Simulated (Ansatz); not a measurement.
# KI (database structure, charge +1): how the settings move a single-point run

Question: which choices in the input matter for KI (database structure, charge +1)?

Program: Ansatz 0.2.0. Level of theory: reference: DFT PBE, plane waves, PAW, scalar-relativistic, collinear spin. These are calculated values, not measurements.

1 further run of the same task is left out (it didn't finish).

### Step 1. The structure to begin with

The structure is cubic, space group Fm-3m (No. 225). The conventional cell has a = 6.999 Å, b = 6.999 Å, c = 6.999 Å, α = 90.00°, β = 90.00°, γ = 90.00°. K (site symmetry m-3m) has 6 I at 3.50 Å as nearest neighbours. I (site symmetry m-3m) is surrounded by 6 K at 3.50 Å.

Structure file:

```xyz
2
Lattice="0.0000 3.4994 3.4994 3.4994 0.0000 3.4994 3.4994 3.4994 0.0000" Properties=species:S:1:pos:R:3 pbc="T T T"
K     0.0000    0.0000    0.0000
I     3.4994    3.4994    3.4994
```

### Step 2. The reference run

Contents of input.yaml:

```yaml
crystal:
  lattice:
    - [0.0, 3.49944, 3.49944]
    - [3.49944, 0.0, 3.49944]
    - [3.49944, 3.49944, 0.0]
  atoms:
    - { symbol: K, position: [0.0, 0.0, 0.0] }
    - { symbol: I, position: [0.5, 0.5, 0.5], spin: 0.8 }
kpoints:
  mp_grid: { grid: [5, 5, 5], shift: [0, 0, 0] }
magnetization:
  spin_polarized: true
scf:
  occupations: { method: fermi_dirac, width: 0.0231 }
hamiltonian:
  pseudopotentials: { kind: paw }
  xc: pbe
basis:
  ecutwfc: 420
total_charge: 1.0
output:
  forces: true
  stress: true
  eigenvalues: true
```

Run with:

```console
$ ansatz run input.yaml --threads 1 --pin off --max-ram 2560MiB --backend cpu --events-out ev --progress --plain --runs-dir out
```

### Step 3. Variant: mixing.algorithm msr1, mixing.beta 0.3, ecutrho_ratio 4

Edit input.yaml of step 2 so:

```diff
@@ -14,2 +14,3 @@
   occupations: { method: fermi_dirac, width: 0.0231 }
+  mixing: { algorithm: msr1, beta: 0.3 }
 hamiltonian:
@@ -19,2 +20,3 @@
   ecutwfc: 420
+  ecutrho_ratio: 4
 total_charge: 1.0
```

### Step 4. Changed: preconditioner kerker_dos, accuracy low

Edit input.yaml of step 2 so:

```diff
@@ -14,2 +14,3 @@
   occupations: { method: fermi_dirac, width: 0.0231 }
+  mixing: { preconditioner: kerker_dos }
 hamiltonian:
@@ -24 +25,2 @@
   eigenvalues: true
+accuracy: low
```

### Step 5. Variant: ecutwfc 350 eV

Edit input.yaml of step 2 so:

```diff
@@ -18,3 +18,3 @@
 basis:
-  ecutwfc: 420
+  ecutwfc: "350 eV"
 total_charge: 1.0
```

Before running it: what results should come out? Wanted: for each run, ending; energy change; pressure; abs. moment; force.

The runs gave:

```tsv
run	ending	energy change	pressure (GPa)	abs. moment (μB)	force (eV/Å)	cycles	time
reference	converged	0	4.9	1.00	0.00	10	3 s
1: mixing.algorithm msr1, mixing.beta 0.3, ecutrho_ratio 4	converged	0.0 meV/atom	4.9	1.00	0.00	11	2.1 s
2: preconditioner kerker_dos, accuracy low	converged	0.0 meV/atom	4.9	1.00	0.00	15	2.9 s
3: ecutwfc 350 eV	converged	+1.5 meV/atom	4.9	1.00	0.00	10	1.5 s
```

Residual by cycle in the longest SCF loop of each run; runs are numbered as in the table. The quantity is the density residual dr2, in eV.

```tsv
cycle	reference	run 1	run 2	run 3
1	5.22	5.22	5.22	5.22
2	2.94	2.94	4.02	2.94
4	0.229	0.113	0.709	0.23
5	0.0127	0.0118	0.311	0.0126
6	0.00149	0.0079	0.0623	0.00146
7	1.9e-4	0.0013	0.00978	1.8e-4
9	6.4e-7	1.4e-5	5.2e-4	5.7e-7
10	1.5e-8	3.6e-7	1.1e-4	1.3e-8
11	-	1.0e-8	2.5e-5	-
12	-	-	4.1e-6	-
14	-	-	1.1e-7	-
15	-	-	7.7e-9	-
```

What this shows: Of the converged runs whose energies compare with the reference's, «ecutwfc 350 eV» moves the energy most (+1.5 meV/atom). Run 3 ran under the cutoff that the potentials recommend, as the log warns, so basis error is mixed into its values.

Caveats on the reference run: its magnetic state comes from one start and may not be the lowest; the charged cell sits in a uniform background, which enters energy and pressure.
